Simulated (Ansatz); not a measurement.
Task: a single point from an input written key by key of C₄H₈BF, SMILES BCC=C(C)F, with the Ansatz DFT code, driven from Python. Give the script and its output. Settings: Hartree-Fock, def2-SVP basis, multiplicity 1.

The script reads `input.yaml`:
```yaml
crystal:
  periodic: [false, false, false]
  atoms:
    - { symbol: B, position_ang: [-2.0532, 0.1304, -1.003] }
    - { symbol: C, position_ang: [-0.8888, 1.1422, -0.6792] }
    - { symbol: C, position_ang: [0.3288, 0.359, -0.4019] }
    - { symbol: C, position_ang: [0.6239, -0.2715, 0.7744] }
    - { symbol: C, position_ang: [1.8129, -1.0578, 1.0121] }
    - { symbol: F, position_ang: [-0.4037, -0.2251, 1.7472] }
    - { symbol: H, position_ang: [-3.0551, 0.2065, -0.3523] }
    - { symbol: H, position_ang: [-1.9912, -0.5548, -1.9339] }
    - { symbol: H, position_ang: [-0.704, 1.8109, -1.5194] }
    - { symbol: H, position_ang: [-1.1401, 1.7971, 0.208] }
    - { symbol: H, position_ang: [1.1267, 0.3239, -1.1285] }
    - { symbol: H, position_ang: [2.7063, -0.3629, 0.9859] }
    - { symbol: H, position_ang: [1.7319, -1.4795, 2.0258] }
    - { symbol: H, position_ang: [1.8924, -1.8477, 0.2937] }
basis:
  gaussian: { orbitals: def2-SVP, nuclear_model: point }
hamiltonian:
  xc: hf
```

The script, `run_deck.py`:
```python
# -*- coding: utf-8 -*-
"""C4H8BF through the session interface."""

import ansatz as az

session = az.Session.from_deck("input.yaml")
data = session.plan(threads=1).execute().report

print("reference energy %16.6f eV" % data["reference_energy_ev"])
print("total energy     %16.6f eV" % data["free_energy_ev"])
print("occupied orbitals outside the frozen core (up, down):", data["n_occupied"], " frozen:", data["n_frozen"], " virtual:", data["n_virtual"])
symbols = ["B", "C", "C", "C", "C", "F", "H", "H", "H", "H", "H", "H", "H", "H"]
```

```console
$ python run_deck.py
reference energy     -7618.545322 eV
total energy         -7618.545322 eV
occupied orbitals outside the frozen core (up, down): [23, 23]  frozen: 0  virtual: [101, 101]
```

Caveats:
- The settings weren't tested for convergence.
- The geometry is a force-field or estimated start, not a minimum of this method, and the basis set is short of its limit.
- Wall time of the script: 1.3 s on 1 thread of Arm Neoverse V1, with other jobs on the host, peak memory 0.25 GiB.
